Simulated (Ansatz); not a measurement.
# C₂H₅NSiZn: one species, many methods

How much do the methods differ for C₂H₅NSiZn? The plan is to run it at one geometry with functionals of several rungs and with coupled cluster. The yardstick is the atomisation energy at the CCSD(T) limit.

The runs use Ansatz 0.2.0, Gaussian basis; functionals in def2-TZVPP, the program's frozen cores in correlated methods.

Plan: PBE-D4, r2SCAN-D4, PBE0-D4, B3LYP-D4, ωB97X-V, ωB97M-V, B2PLYP; CCSD(T)/def2-TZVPP; MP2/def2-QZVPP; extrapolation to the limit.

## Step 1: The relaxed structure

An earlier PBE0-D4 in a triple-zeta def2 set relaxation fixed the geometry.

10 atoms, charge 0, spin multiplicity 1.

Atoms are counted from 1 here; the program's logs count them from 0.

Bond lengths: C1–N2 1.275 Å, C1–H6 1.097 Å, C1–H7 1.087 Å, N2–C3 1.371 Å, C3–Si4 1.740 Å, C3–H8 1.097 Å, Si4–H9 1.481 Å, Si4–H10 1.479 Å. Angles: N2–C1–H6 122.7°, N2–C1–H7 119.2°, H6–C1–H7 118.1°, C1–N2–C3 119.8°, N2–C3–Si4 120.1°, N2–C3–H8 118.9°, Si4–C3–H8 120.5°, C3–Si4–H9 119.1°, C3–Si4–H10 120.7°, H9–Si4–H10 115.5°.

## Step 2: PBE-D4 (GGA)

in.yaml reads:

```yaml
crystal:
  periodic: [false, false, false]
  atoms:
    - {symbol: C, position_ang: [-0.898071, -1.387177, 1.467477]}
    - {symbol: N, position_ang: [-0.772839, -0.734201, 0.379233]}
    - {symbol: C, position_ang: [0.062018, 0.352304, 0.328571]}
    - {symbol: Si, position_ang: [0.290896, 1.206740, -1.170031]}
    - {symbol: Zn, position_ang: [2.258231, -0.239382, -2.641818]}
    - {symbol: H, position_ang: [-0.361235, -1.117160, 2.385773]}
    - {symbol: H, position_ang: [-1.567255, -2.242896, 1.499111]}
    - {symbol: H, position_ang: [0.680354, 0.587969, 1.203744]}
    - {symbol: H, position_ang: [1.062398, 2.470987, -1.166554]}
    - {symbol: H, position_ang: [-0.671395, 1.051614, -2.282506]}
basis:
  gaussian: {orbitals: def2-TZVPP}
hamiltonian: {xc: pbe, dispersion: d4}
output: {forces: true, orbitals: {seedname: orbitals}}
```

Run with:

```
$ ansatz run in.yaml --threads 2 --pin off --events-out ev --progress --plain --max-ram 32768MiB --backend cpu
```

After this run come: r2SCAN-D4 (meta-GGA); PBE0-D4 (hybrid); B3LYP-D4 (hybrid); ωB97X-V (range-separated); ωB97M-V (range-separated); B2PLYP (double hybrid); CCSD(T) in def2-TZVPP; MP2 in def2-QZVPP.

Before running them: what should the planned runs give, taken together? Wanted: atomisation energy, CCSD(T)/CBS; farthest; mean size of error, hybrid; mean size of error, range-separated; gap, smallest and largest; T1 diagnostic; triples share of the correlation energy.

As calculated:

| quantity | value |
| --- | --- |
| atomisation energy, CCSD(T)/CBS | 777.0 kcal/mol |
| functionals within 3.9 kcal/mol (0.5 %) | ωB97X-V, ωB97M-V |
| farthest | PBE-D4 (+32.6 kcal/mol) |
| mean size of error, hybrid | 9.9 kcal/mol |
| mean size of error, range-separated | 1.6 kcal/mol |
| gap, smallest and largest | 1.92 eV (PBE-D4), 6.72 eV (ωB97X-V) |
| T1 diagnostic | 0.0151 |
| triples share of the correlation energy | 4.3 % |

In words: PBE-D4 misses by +32.6 kcal/mol. Double hybrids carry the basis error of their MP2 part in triple zeta, and no dispersion term here, so their miss is partly the set-up's. Misses under about 3.9 kcal/mol are within the doubt on the reference itself, which lacks core-valence correlation, relativity and higher excitations. Hartree-Fock recovers 68 % of the binding; the rest is correlation. The gap grows from 1.9 to 6.7 eV across the functionals, mostly with the share of exact exchange. The restricted reference is unstable towards a spin-broken one. For Zn the d shell is correlated and the shells below it are frozen.
